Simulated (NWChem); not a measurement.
**A workflow on the pair BH3SO···BH3SO**

We compute a single-point energy (singlet B2H6S2O2, wB97X-D3/6-31+G*), then the energy (singlet BH3SO, wB97X-D3/6-31+G*), then a single-point energy (singlet BH3SO, wB97X-D3/6-31+G*), then a single-point energy (singlet BH3SO, wB97X-D3/6-31+G*), then the energy (singlet BH3SO, wB97X-D3/6-31+G*) of B2H6O2S2 and its partners. 

The calculation is run with NWChem 7.3.0.

## (1) The system as given

The species is B2H6S2O2 (12 atoms), meant as a singlet with charge 0. The two molecules were placed rigidly side by side, at 0.8 times their contact distance; the pair isn't optimised.

Bond lengths: O1–B2 1.351 Å, B2–S3 1.813 Å, O7–B8 1.351 Å, B8–S9 1.813 Å, O1–H4 0.961 Å, B2–H5 1.193 Å, S3–H6 1.340 Å, O7–H10 0.961 Å, B8–H11 1.193 Å, S9–H12 1.340 Å. Angles: O1–B2–S3 121.4°, O7–B8–S9 121.4°, O1–B2–H5 118.0°, S3–B2–H5 120.6°, B2–O1–H4 115.3°, B2–S3–H6 96.0°, O7–B8–H11 118.0°, S9–B8–H11 120.6°, B8–O7–H10 115.3°, B8–S9–H12 96.0°.

## (2) The energy at wB97X-D3/6-31+G(d) (spherical functions) (run 1)

The input, b2h6o2s2.nw:

```
start b2h6o2s2
memory 2200 mb

geometry noautosym nocenter noautoz
  O    -1.104400   -0.090380   -1.001800
  B     0.054600    0.169720   -0.358100
  S     0.336900   -0.392480    1.342100
  H    -1.753100   -0.587080   -0.495400
  H     0.894300    0.783620   -0.941900
  H     1.571700    0.116620    1.455100
  O    -1.168640   -3.195630   -0.939720
  B    -0.929040   -3.093750    0.385990
  S    -2.195050   -3.524600    1.609930
  H    -2.046390   -3.508380   -1.175750
  H     0.145620   -2.710080    0.733370
  H    -1.448320   -3.247120    2.687930
end

basis spherical bse
  O library 6-31+G*
  B library 6-31+G*
  S library 6-31+G*
  H library 6-31+G*
end

dft
  xc wb97x-d3
  grid fine
  convergence energy 1e-08
  maxiter 100
  mulliken
  print low
end

task dft energy
```

Started as:

```
$ nwchem b2h6o2s2.nw > b2h6o2s2.out
```

Standard output:

```text
[...]
 d= 0,ls=0.0,diis     1  -1000.0461042594 -1.32D+03  8.65D-03  9.79D-01    11.5
[...]
 d= 0,ls=0.0,diis    10  -1000.1684225432 -3.58D-09  6.87D-07  1.06D-09   115.9
         Total DFT energy =    -1000.168422543152
      One electron energy =    -2010.394812090246
           Coulomb energy =      771.138313585849
    Exchange-Corr. energy =      -78.959843882547
 Nuclear repulsion energy =      318.051427198538
    Dispersion correction =       -0.003507354747
[...]
      Total Density - Mulliken Population Analysis
     ---------------------------------------------
    Atom       Charge   Shell Charges
 -----------   ------   -------------------------------------------------------
    1 O    8     8.67   2.00  0.90  2.95  0.93  1.71  0.05  0.11  0.02
    2 B    5     4.73   2.00  0.57  1.42  0.28  0.32  0.02  0.03  0.10
    3 S   16    16.19   2.00  2.00  5.97  1.31  3.15  0.56  1.17 -0.04  0.03  0.05
    4 H    1     0.51   0.47  0.04
    5 H    1     0.97   0.52  0.45
    6 H    1     0.86   0.50  0.37
    7 O    8     8.74   2.00  0.90  2.95  0.93  1.71  0.08  0.16  0.02
    8 B    5     4.91   2.00  0.57  1.42  0.31  0.36  0.09  0.06  0.09
    9 S   16    16.12   2.00  2.00  5.97  1.31  3.15  0.55  1.14 -0.06  0.01  0.05
   10 H    1     0.50   0.47  0.03
[...]
```

It took 1.9 min on 1 thread of Intel Xeon 6975P-C (Granite Rapids), shared host; peak memory 0.13 GiB.

## (3) BH3SO: the energy at wB97X-D3/6-31+G(d) (spherical functions) (run 2)

The input, mymol.nw:

```
echo
start mymol
memory total 2200 mb

geometry units au noautosym nocenter noautoz
  O     -2.08701353    -0.17079345    -1.89312763
  B      0.10317905     0.32072432    -0.67671093
  S      0.63664873    -0.74167971     2.53620143
  H     -3.31287887    -1.10942041    -0.93617032
  H      1.68998207     1.48082719    -1.77993304
  H      2.97008255     0.22037986     2.74974048
end

basis spherical bse
  * library 6-31+G*
end

dft
  xc wb97x-d3
  grid fine
  convergence energy 1e-08
  maxiter 100
  mulliken
  print low
end

task dft energy
```

Started as:

```
$ nwchem mymol.nw > mymol.out
```

Standard output:

```text
[...]
 d= 0,ls=0.0,diis     1   -500.0270326214 -5.89D+02  1.14D-02  4.91D-01     1.7
[...]
 d= 0,ls=0.0,diis     9   -500.0887026287 -3.04D-09  1.89D-06  4.40D-09    13.3
         Total DFT energy =     -500.088702628745
      One electron energy =     -864.704214391115
           Coulomb energy =      315.315358978916
    Exchange-Corr. energy =      -39.468248732177
 Nuclear repulsion energy =       88.768868533109
    Dispersion correction =       -0.000467017477
[...]
      Total Density - Mulliken Population Analysis
     ---------------------------------------------
    Atom       Charge   Shell Charges
 -----------   ------   -------------------------------------------------------
    1 O    8     8.71   2.00  0.90  2.95  0.92  1.71  0.07  0.14  0.02
    2 B    5     4.78   2.00  0.57  1.42  0.29  0.33  0.05  0.04  0.10
    3 S   16    16.16   2.00  2.00  5.97  1.31  3.15  0.55  1.14 -0.04  0.02  0.05
    4 H    1     0.51   0.47  0.04
    5 H    1     0.97   0.52  0.45
    6 H    1     0.87   0.50  0.37
[...]
```

It took 14 s on 1 thread of Intel Xeon 6975P-C (Granite Rapids), shared host; peak memory 0.12 GiB.

## (4) BH3SO: the energy at wB97X-D3/6-31+G(d) (spherical functions) (run 3)

The input, mol.nw:

```
start mol
title "BH3OS energy"
memory 2200 mb
geometry units angstrom noautosym nocenter noautoz
O       -1.168640      -3.195630      -0.939720
B       -0.929040      -3.093750       0.385990
S       -2.195050      -3.524600       1.609930
H       -2.046390      -3.508380      -1.175750
H        0.145620      -2.710080       0.733370
H       -1.448320      -3.247120       2.687930
end
basis spherical bse
* library 6-31+G*
end
dft
xc wb97x-d3
grid fine
convergence energy 1e-08
maxiter 100
mulliken
noprint "final vectors analysis"
end
task dft energy
```

Started as:

```
$ nwchem mol.nw > mol.out
```

Standard output:

```text
[...]
          Wavefunction type:  closed shell.
          No. of atoms     :     6
          No. of electrons :    32
[...]
          Charge           :     0
          Spin multiplicity:     1
[...]
          AO basis - number of functions:    64
[...]
              XC Information
              --------------
                    wb97x-d3  Method XC Functional
                     Hartree-Fock (Exact) Exchange  1.000
                      wb97x-d3 Exchange Functional  1.000
                   wb97x-d3 Correlation Functional  1.000
[...]
 d= 0,ls=0.0,diis     1   -500.0270325830 -5.89D+02  1.14D-02  4.91D-01     1.6
[...]
 d= 0,ls=0.0,diis     9   -500.0887026876 -3.04D-09  1.89D-06  4.40D-09    13.2
         Total DFT energy =     -500.088702687568
      One electron energy =     -864.704215782056
           Coulomb energy =      315.315365804192
    Exchange-Corr. energy =      -39.468248064536
 Nuclear repulsion energy =       88.768862370773
    Dispersion correction =       -0.000467015941
[...]
      Total Density - Mulliken Population Analysis
     ---------------------------------------------
    Atom       Charge   Shell Charges
 -----------   ------   -------------------------------------------------------
    1 O    8     8.71   2.00  0.90  2.95  0.92  1.71  0.07  0.14  0.02
    2 B    5     4.78   2.00  0.57  1.42  0.29  0.33  0.05  0.04  0.10
    3 S   16    16.16   2.00  2.00  5.97  1.31  3.15  0.55  1.14 -0.04  0.02  0.05
    4 H    1     0.51   0.47  0.04
    5 H    1     0.97   0.52  0.45
    6 H    1     0.87   0.50  0.37
[...]
```

It took 14 s on 1 thread of Intel Xeon 6975P-C (Granite Rapids), shared host; peak memory 0.12 GiB.

## (5) BH3SO among ghost functions: the energy at wB97X-D3/6-31+G(d) (spherical functions, with ghost functions) (run 4)

The input, bh3os.nw:

```
start bh3os
memory 2200 mb

geometry units bohr noautosym nocenter noautoz
 O   -2.08701353  -0.17079345  -1.89312763
 B    0.10317905   0.32072432  -0.67671093
 S    0.63664873  -0.74167971   2.53620143
 H   -3.31287887  -1.10942041  -0.93617032
 H    1.68998207   1.48082719  -1.77993304
 H    2.97008255   0.22037986   2.74974048
 bqO     -2.208410    -6.038865    -1.775813
 bqB     -1.755631    -5.846340     0.729415
 bqS     -4.148043    -6.660529     3.042327
 bqH     -3.867117    -6.629877    -2.221845
 bqH      0.275182    -5.121309     1.385868
 bqH     -2.736928    -6.136167     5.079452
end

basis spherical bse
 O library 6-31+G*
 B library 6-31+G*
 S library 6-31+G*
 H library 6-31+G*
 bqO library O 6-31+G*
 bqB library B 6-31+G*
 bqS library S 6-31+G*
 bqH library H 6-31+G*
end

dft
 xc wb97x-d3
 mult 1
 grid fine
 convergence energy 1e-08
 maxiter 100
 mulliken
 print low
end

task dft energy
```

Started as:

```
$ nwchem bh3os.nw > bh3os.out
```

Standard output:

```text
[...]
 d= 0,ls=0.0,diis     1   -500.0280156593 -5.89D+02  5.94D-03  4.91D-01     9.7
[...]
 d= 0,ls=0.0,diis     9   -500.0895223572 -3.08D-09  1.01D-06  4.28D-09    99.3
         Total DFT energy =     -500.089522357178
      One electron energy =     -864.701722363856
           Coulomb energy =      315.310854136590
    Exchange-Corr. energy =      -39.467055645544
 Nuclear repulsion energy =       88.768868533109
    Dispersion correction =       -0.000467017477
[...]
      Total Density - Mulliken Population Analysis
     ---------------------------------------------
    Atom       Charge   Shell Charges
 -----------   ------   -------------------------------------------------------
    1 O    8     8.70   2.00  0.90  2.95  0.93  1.72  0.06  0.12  0.02
    2 B    5     4.77   2.00  0.57  1.42  0.29  0.33  0.04  0.03  0.09
    3 S   16    16.17   2.00  2.00  5.97  1.31  3.15  0.55  1.15 -0.04  0.03  0.05
    4 H    1     0.50   0.47  0.03
    5 H    1     0.97   0.52  0.45
    6 H    1     0.87   0.50  0.37
    7 X    0     0.01   0.00  0.00  0.00 -0.00 -0.00  0.01  0.00  0.00
    8 X    0     0.03  -0.00 -0.00 -0.00  0.01  0.01  0.01  0.01 -0.00
    9 X    0    -0.01  -0.00  0.00 -0.00  0.00  0.00  0.00 -0.00 -0.00 -0.00 -0.00
   10 X    0    -0.00   0.00 -0.00
[...]
```

Wall time 100 s (1 thread of Intel Xeon 6975P-C (Granite Rapids), shared host); peak memory 0.13 GiB.

## (6) BH3SO among ghost functions: a single-point energy at wB97X-D3/6-31+G(d) (spherical functions, with ghost functions) (run 5)

The input, input.nw:

```
start input
title "BH3OS"
memory 2200 mb

geometry units angstroms noautosym nocenter noautoz
  O       -1.168640      -3.195630      -0.939720
  B       -0.929040      -3.093750       0.385990
  S       -2.195050      -3.524600       1.609930
  H       -2.046390      -3.508380      -1.175750
  H        0.145620      -2.710080       0.733370
  H       -1.448320      -3.247120       2.687930
  bqO     -1.104400    -0.090380    -1.001800
  bqB      0.054600     0.169720    -0.358100
  bqS      0.336900    -0.392480     1.342100
  bqH     -1.753100    -0.587080    -0.495400
  bqH      0.894300     0.783620    -0.941900
  bqH      1.571700     0.116620     1.455100
end

basis spherical bse
  O library 6-31+G*
  B library 6-31+G*
  S library 6-31+G*
  H library 6-31+G*
  bqO library O 6-31+G*
  bqB library B 6-31+G*
  bqS library S 6-31+G*
  bqH library H 6-31+G*
end

dft
  xc wb97x-d3
  grid fine
  convergence energy 1e-08
  iterations 100
  mulliken
  print low
end

task dft
```

Started as:

```
$ nwchem input.nw > input.out
```

Standard output:

```text
[...]
 d= 0,ls=0.0,diis     1   -500.0276047527 -5.89D+02  6.09D-03  4.92D-01     9.7
[...]
 d= 0,ls=0.0,diis     9   -500.0892382670 -3.08D-09  1.03D-06  4.42D-09    98.9
         Total DFT energy =     -500.089238267019
      One electron energy =     -864.704384327689
           Coulomb energy =      315.314401455203
    Exchange-Corr. energy =      -39.467650749366
 Nuclear repulsion energy =       88.768862370773
    Dispersion correction =       -0.000467015941
[...]
      Total Density - Mulliken Population Analysis
     ---------------------------------------------
    Atom       Charge   Shell Charges
 -----------   ------   -------------------------------------------------------
    1 O    8     8.73   2.00  0.90  2.95  0.93  1.71  0.07  0.15  0.02
    2 B    5     4.84   2.00  0.57  1.42  0.29  0.32  0.09  0.06  0.10
    3 S   16    16.11   2.00  2.00  5.97  1.31  3.15  0.55  1.14 -0.06  0.01  0.05
    4 H    1     0.50   0.47  0.03
    5 H    1     0.97   0.52  0.45
    6 H    1     0.87   0.50  0.37
    7 X    0    -0.03  -0.00 -0.00 -0.00  0.00  0.00 -0.01 -0.01  0.00
    8 X    0    -0.02  -0.00 -0.00 -0.00  0.00  0.00 -0.01 -0.01 -0.00
    9 X    0     0.01   0.00  0.00  0.00  0.00 -0.00 -0.00 -0.00  0.01  0.01 -0.00
   10 X    0     0.01  -0.00  0.01
[...]
```

Wall time 100 s (1 thread of Intel Xeon 6975P-C (Granite Rapids), shared host); peak memory 0.13 GiB.

## (7) Results

| quantity | value |
| --- | --- |
| run 1, wB97X-D3/6-31+G*: total energy | -1000.16842 Eh |
| run 1, wB97X-D3/6-31+G*: dispersion energy | -9.21 kJ/mol |
| BH3SO, run 2: total energy | -500.08870 Eh |
| BH3SO, run 2: dispersion energy | -1.23 kJ/mol |
| BH3SO, run 3: total energy | -500.08870 Eh |
| BH3SO, run 3: dipole moment | 0.67 D |
| BH3SO, run 3: dispersion energy | -1.23 kJ/mol |
| BH3SO among ghost functions, run 4: total energy | -500.08952 Eh |
| BH3SO among ghost functions, run 4: dispersion energy | -1.23 kJ/mol |
| BH3SO among ghost functions, run 5: total energy | -500.08924 Eh |
| BH3SO among ghost functions, run 5: dispersion energy | -1.23 kJ/mol |
| interaction energy of the rigid parts BH3SO and BH3SO (parts in their own basis; closest atoms 2.40 Å apart) | 0.244 eV |
| interaction energy of the rigid parts BH3SO and BH3SO (parts in the whole basis, counterpoise; closest atoms 2.40 Å apart) | 0.281 eV |

In words: The interaction energy of the rigid parts BH3SO and BH3SO (parts in their own basis; closest atoms 2.40 Å apart) is 0.24 eV (5.6 kcal/mol): the parts repel at this shape. Without counterpoise this holds the superposition error of the basis. The interaction energy of the rigid parts BH3SO and BH3SO (parts in the whole basis, counterpoise; closest atoms 2.40 Å apart) is 0.28 eV (6.5 kcal/mol): the parts repel at this shape. The basis-set superposition error is 3.6 kJ/mol. Mulliken charges (run 1, wB97X-D3/6-31+G*) run from -0.74 on O7 to +0.50 on H10; in a basis this large or diffuse they mean little. Mulliken charges (BH3SO, run 2) run from -0.71 on O1 to +0.49 on H4; in a basis this large or diffuse they mean little.
